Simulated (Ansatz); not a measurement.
CH6B2ClN, SMILES BC(Cl)BN, a ladder of methods at one geometry

Program: the Ansatz DFT code, driven from Python.

The script reads `ch6b2cln.xyz`:
```text
11

B     1.25260    0.58590    1.14560
C     0.32240   -0.49880    0.43930
Cl   -0.22470   -1.67920    1.64720
B    -0.88090    0.16970   -0.24390
N    -1.18200    0.02930   -1.75760
H     0.75250    1.30370    2.00530
H     2.34790    0.80730    0.79470
H     0.97540   -0.99550   -0.33600
H    -1.73880    0.75680    0.46470
H    -0.34580    0.44620   -2.19160
H    -1.21310   -0.98240   -1.94700
```

At the Python prompt:
```pycon
>>> from pathlib import Path
>>> import warnings
>>> import ansatz as az
>>> import numpy as np
>>> BASIS = 'cc-pVDZ'
>>> warnings.simplefilter('ignore', az.DeckWarning)
>>> geometry = az.Crystal.molecule_from_extxyz('ch6b2cln.xyz')
>>> job = geometry.calculation().basis(gaussian=BASIS)
>>> print('functional    E (Ha)        dipole (D)   HOMO (eV)  LUMO (eV)')
functional    E (Ha)        dipole (D)   HOMO (eV)  LUMO (eV)
>>> for name in ['lc_wpbe', 'cam_b3lyp', 'r2scan0', 'pbe0', 'blyp', 'pbe']:
...     summary = job.functional(name).forces().orbitals().run(threads=1, runs_dir='runs').report
...     lines = Path(summary['orbitals_path']).read_text().splitlines()
...     field_of = lambda key: [line.split('=')[1].strip() for line in lines if line.startswith(key)]
...     orbitals = [(27.211386 * float(e), s, float(n)) for e, s, n in zip(field_of('Ene='), field_of('Spin='), field_of('Occup='))]
...     homo = max(e for e, _, n in orbitals if n > 0.5)
...     lumo = min(e for e, _, n in orbitals if n < 0.5)
...     dipole = 4.803205 * np.linalg.norm(summary['charge_distribution']['dipole_moment_e_ang'])
...     print(f'{name:10s} {summary["free_energy_ev"] / 27.211386246:14.6f} {dipole:9.3f} {homo:11.3f} {lumo:10.3f}')
...
lc_wpbe       -606.103763     2.343      -9.883     -0.310
cam_b3lyp     -606.256127     2.267      -8.460     -1.501
r2scan0       -606.198785     2.325      -7.296     -2.516
pbe0          -605.996993     2.262      -7.070     -2.667
blyp          -606.244280     2.129      -5.413     -3.423
pbe           -605.926778     2.168      -5.570     -3.626
```

What to keep in mind:
- These settings explore the input space; basis and method may be short of convergence.
- The geometry is a force-field or estimated start, not a minimum of this method, and the basis set is short of its limit. A lower total doesn't mark the better method: functionals have no common bound, and MP2 and coupled cluster aren't variational.
- Levels such as HOMO and LUMO are orbital energies: with these approximate functionals they aren't the ionisation energy and electron affinity, and their gap isn't the fundamental gap.
- For Al to Cl the sets with a tight d function, cc-pV(X+d)Z, are usual.
- Wall time of the script: 24 s on 1 thread of AMD EPYC 7B13 (Zen 3), with other jobs on the host, peak memory 0.31 GiB.

(Lines on the test bed's own set-up are left out of the output.)
